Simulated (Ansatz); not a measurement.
Runs of Ansatz 0.2.0 on Mg3Te. Symmetry: I4/mmm, No. 139, tetragonal system. The conventional cell has a = 4.279 Å, b = 4.279 Å, c = 10.565 Å, α = 90.00°, β = 90.00°, γ = 90.00°. Around Te (site symmetry 4/mmm) lie 12 Mg at 3.03 to 3.40 Å. Around Mg (site symmetry -4m2) lie 8 Mg at 3.03 to 3.40 Å and 4 Te at 3.40 Å. Around Mg (site symmetry 4/mmm) lie 4 Te at 3.03 Å and 8 Mg at 3.40 Å. The cell comes from a database or a generator and needn't be the stable form of this composition.

```csv
level,gap on the mesh (eV),pressure (GPa),relaxed volume (Å³/atom)
PBEsol+D3(BJ)-ATM,none,0.0,22.21
PBEsol,none,0.0,(a)
PBEsol+D4,none,0.0,22.81
PBEsol+D3(BJ),none,0.0,22.05
```

Alike in all rows: task relaxation of cell and atoms; potentials or basis Ansatz PAW; no spin polarisation; cell relaxed; k mesh 9 × 9 × 9; cutoff (eV) 420; smearing fermi-dirac 0.05 eV.

Question: Fill in the values left out.

Answer: (a) 23.38.

Caveats: the plane-wave basis is chosen anew once the cell has moved, so the energies of steps on either side of that aren't comparable; the PAW data sets come from PBE, with cores solved anew for the run's functional, which leaves a small shift of forces and pressure; pairwise dispersion overbinds metals, which lowers pressure and volume (some runs).

A k mesh can miss the band edges, and the runs leave out spin-orbit coupling on Te.

A gap of «none» marks a metal or a gap under the smearing width.
